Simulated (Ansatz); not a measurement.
# Ca: response to strain

Ca is deformed so: equal xy, yz and zx engineering shear strains of -1 %. What stress and forces result, by LAPW, PAW and all-electron datasets made for the crystal?

Method: DFT PBEsol, scalar-relativistic, in Ansatz 0.2.0.

### Step 1. The starting structure

The structure is cubic, space group Fm-3m (No. 225). The conventional cell has a = 5.588 Å, b = 5.588 Å, c = 5.588 Å, α = 90.00°, β = 90.00°, γ = 90.00°. Ca (site symmetry m-3m) is surrounded by 12 Ca at 3.95 Å.

Structure file:

```xyz
1
Lattice="0.0000 2.7942 2.7942 2.7942 0.0000 2.7942 2.7942 2.7942 0.0000" Properties=species:S:1:pos:R:3 pbc="T T T"
Ca    0.0000    0.0000    0.0000
```

### Step 2. After the deformation

Space group Fm-3m before, R-3m after.

### Step 3. Full-potential LAPW

Contents of input.yaml:

```yaml
crystal:
  lattice:
    - [-0.027942, 2.780229, 2.780229]
    - [2.780229, -0.027942, 2.780229]
    - [2.780229, 2.780229, -0.027942]
  atoms:
    - { symbol: Ca, position: [0.0, 0.0, 0.0] }
kpoints:
  mp_grid: { grid: [11, 11, 11] }
  band_path:
    path:
      - [0.0, 0.0, 0.0]
      - [0.5, 0.5, 0.5]
      - [0.2525443832, 0.5, 0.7474556168]
      - [-0.2525443832, 0.2525443832, 0.5]
      - [0.0, 0.0, 0.5]
      - [0.0, 0.0, 0.0]
      - [-0.3762721916, 0.0, 0.3762721916]
      - [0.0, 0.3762721916, 0.6237278084]
      - [0.0, 0.5, 0.5]
    npoints: 5
scf:
  occupations: { method: fermi_dirac, width: 0.05 }
hamiltonian:
  xc: pbesol
  pseudopotentials: { kind: all_electron, lapw: { basis_error: 0.001 } }
output:
  forces: true
  stress: true
  eigenvalues: true
```

Launch:

```
$ ansatz run input.yaml --threads 1 --pin off --max-ram 3072MiB --backend cpu --events-out ev --progress --plain --runs-dir out
```

### Step 4. PAW with frozen cores

Contents of input.yaml:

```yaml
crystal:
  lattice:
    - [-0.027942, 2.780229, 2.780229]
    - [2.780229, -0.027942, 2.780229]
    - [2.780229, 2.780229, -0.027942]
  atoms:
    - { symbol: Ca, position: [0.0, 0.0, 0.0] }
kpoints:
  mp_grid: { grid: [11, 11, 11] }
scf:
  occupations: { method: fermi_dirac, width: 0.05 }
hamiltonian:
  xc: pbesol
  pseudopotentials: { kind: paw }
output:
  forces: true
  stress: true
  eigenvalues: true
  efg: { contact_densities: true }
```

### Step 5. All-electron PAW on datasets made for the crystal

Changes to input.yaml since step 4:

```diff
@@ -13,3 +13,3 @@
   xc: pbesol
-  pseudopotentials: { kind: paw }
+  pseudopotentials: { kind: all_electron, datasets: crystal }
 output:
```

(Steps that only read results are left out.)

Q: Predict the outcome of this session. Wanted: pressure; largest shear or deviatoric stress.

The runs gave:

| quantity | value |
| --- | --- |
| pressure | LAPW -1.16, PAW -1.16, crystal datasets -1.16 GPa |
| largest shear or deviatoric stress (LAPW) | 0.14 GPa |

The largest part of the stress beyond the pressure is 0.14 GPa in size. No run of the undeformed cell stands beside it, so the pressure holds what the given cell had before the change. PAW: stress within 0.01 GPa of LAPW. Crystal datasets: stress within 0.01 GPa of LAPW.
